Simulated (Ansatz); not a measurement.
Write a Python script for Ansatz's Python interface that makes a rigid torsion scan of H5NSeSi (charge +1), SMILES [NH2+][SiH2][SeH]. Settings (for the species named): PBE0, def2-SVP basis, multiplicity 2.

```xyz
8

N    -1.0558   -0.6096    0.4718
Si    0.1425    0.6004   -0.0754
Se    1.8624   -0.4591   -1.1335
H    -1.8448   -0.0777    0.9021
H    -1.4343   -1.0677   -0.3871
H    -0.4993    1.5423   -1.0046
H     0.6622    1.3352    1.0874
H     2.1672   -1.2637    0.1393
```

The script, `h5nsesi.py`:
```python
"""Energy of H5NSeSi(+) as one group turns about a bond."""

import ansatz as az
from ase import Atoms

atoms = Atoms(["N", "Si", "Se", "H", "H", "H", "H", "H"], positions=[
    (-1.0558, -0.6096, 0.4718),
    (0.1425, 0.6004, -0.0754),
    (1.8624, -0.4591, -1.1335),
    (-1.8448, -0.0777, 0.9021),
    (-1.4343, -1.0677, -0.3871),
    (-0.4993, 1.5423, -1.0046),
    (0.6622, 1.3352, 1.0874),
    (2.1672, -1.2637, 0.1393),
])

# start the scan from a relaxed geometry
first = (
    az.Crystal.molecule_from_ase(atoms).calculation()
    .basis(gaussian="def2-SVP")
    .charge(1)
    .spin("collinear", total=1)
    .functional("pbe0")
    .relax(force_tolerance=0.02, max_steps=80)
)
atoms.positions = first.run().report["positions_ang"]

start = atoms.get_dihedral(2, 1, 0, 3)
energies = {}
for turn in range(0, 360, 30):
    turned = atoms.copy()
    turned.set_dihedral(2, 1, 0, 3, start + turn, indices=[0, 3, 4])
    model = (
        az.Crystal.molecule_from_ase(turned).calculation()
        .basis(gaussian="def2-SVP")
        .correlation("mp2")
        .charge(1)
        .spin("collinear", total=1)
    )
    energies[round((start + turn) % 360)] = model.run().report["free_energy_ev"]
floor = min(energies.values())
print("dihedral Se2-Si1-N0-H3 (deg)   E - E(min) (kcal/mol)")
for angle, e in sorted(energies.items()):
    print(f"{angle:8d} {23.060548 * (e - floor):14.3f}  " + "#" * int(30 * (e - floor) / max(max(energies.values()) - floor, 1e-9)))
```

```console
$ python h5nsesi.py
dihedral Se2-Si1-N0-H3 (deg)   E - E(min) (kcal/mol)
      29         10.181  #####################
      59          3.183  ######
      89          0.000
     119          3.444  #######
     149         10.641  ######################
     179         14.042  ##############################
     209         10.016  #####################
     239          3.244  ######
     269          0.228
     299          3.382  #######
     329         10.199  #####################
     359         13.867  #############################
```

Reading the output:
- The scan is rigid and the energies are electronic, in a modest basis. With rigid groups the curve can differ much from the relaxed path, the start wasn't checked as a minimum of this torsion, and equivalent turns needn't return to the same energy.
- The species is open-shell (spin multiplicity 2).
- For an odd-electron ion, approximate functionals spread the charge over both fragments and lower the stretched end too much.
- The start is relaxed with a density functional and scanned with the wavefunction method, so it isn't exactly that method's minimum.
- Wall time of the script: 2.7 min on 1 thread of Arm Neoverse V2, with other jobs on the host, peak memory 0.35 GiB.
